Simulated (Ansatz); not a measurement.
# GaAsH2 (quintet): wave-function methods side by side, cc-pVTZ

The task here is to estimate one member of a computed series from the others.

Method: cc-pVTZ, core rule «outside noble gas», up to 28 orbitals frozen; program: Ansatz 0.2.0, Gaussian basis.

The runs, in order: UHF; CCSD(T) on ROHF; CCSD(T) on UHF; BCCD(T) on ROHF; CCSDT(Q) on ROHF; CCSDT(Q) on UHF.

14 further runs of the same task are left out: 8 for a known fault of the program, 6 set aside as unsound or not needed.

**The system**

The geometry is a PBE0/def2-TZVP stationary point (not a proven minimum) of the parent state, kept for this charge and spin. No spin-orbit coupling is included. The filled d shell of Ga, As may be among the frozen orbitals whatever the setting's name suggests; the logs give the count.

4 atoms, charge 0, spin multiplicity 5.

Atoms are counted from 1 here; the program's logs count them from 0.

Bond lengths: Ga1–As2 2.421 Å, Ga1–H3 1.572 Å, Ga1–H4 1.572 Å. Angles: As2–Ga1–H3 119.9°, As2–Ga1–H4 119.9°, H3–Ga1–H4 120.3°.

The first run:

Contents of in.yaml:

```yaml
crystal:
  periodic: [false, false, false]
  atoms:
    - {symbol: Ga, position_ang: [0.000000, 0.000000, 1.226035]}
    - {symbol: As, position_ang: [0.000000, 0.000000, -1.195022]}
    - {symbol: H, position_ang: [0.000000, 1.363635, 2.009104]}
    - {symbol: H, position_ang: [0.000000, -1.363635, 2.009104]}
basis:
  gaussian: {orbitals: cc-pVTZ}
magnetization: {spin_polarized: true, initial_magnetization: 4}
hamiltonian: {xc: hf}
output: {orbitals: {seedname: orbitals}}
```

The run is started by

```bash
> ansatz run in.yaml --threads 1 --pin off --events-out ev --progress --plain --max-ram 4096MiB --backend cpu
```

Among the steps run: UHF; CCSD(T) on ROHF; CCSD(T) on UHF; BCCD(T) on ROHF; CCSDT(Q) on ROHF; CCSDT(Q) on UHF.

One of the session's tables, all rows but one given; the rest of the session is left out.

```
   method  from RCCSDT(Q) (meV)
     ROHF               +5402.1
      UHF               +5307.0
     RMP2               +1110.6
     UMP2               +1102.1
    RCCSD                +234.2
    UCCSD                +207.3
 RCCSD(T)                 +45.3
 UCCSD(T)                 +20.3
  BCCD(T)                     ?
   RCCSDT                  +7.2
   UCCSDT                 -18.0
RCCSDT(Q)                     0
UCCSDT(Q)                 -25.7
```

Estimate the missing values for BCCD(T).

As computed: from RCCSDT(Q) (meV): +45.0. In the column «from RCCSDT(Q) (meV)» it lies between UCCSD(T) (+20.3) and RCCSD(T) (+45.3).

Caveats from the session: Restricted and unrestricted rows rest on different reference determinants; where their highest levels disagree by more than a few hundredths of an eV, they describe different states and don't form one ladder.
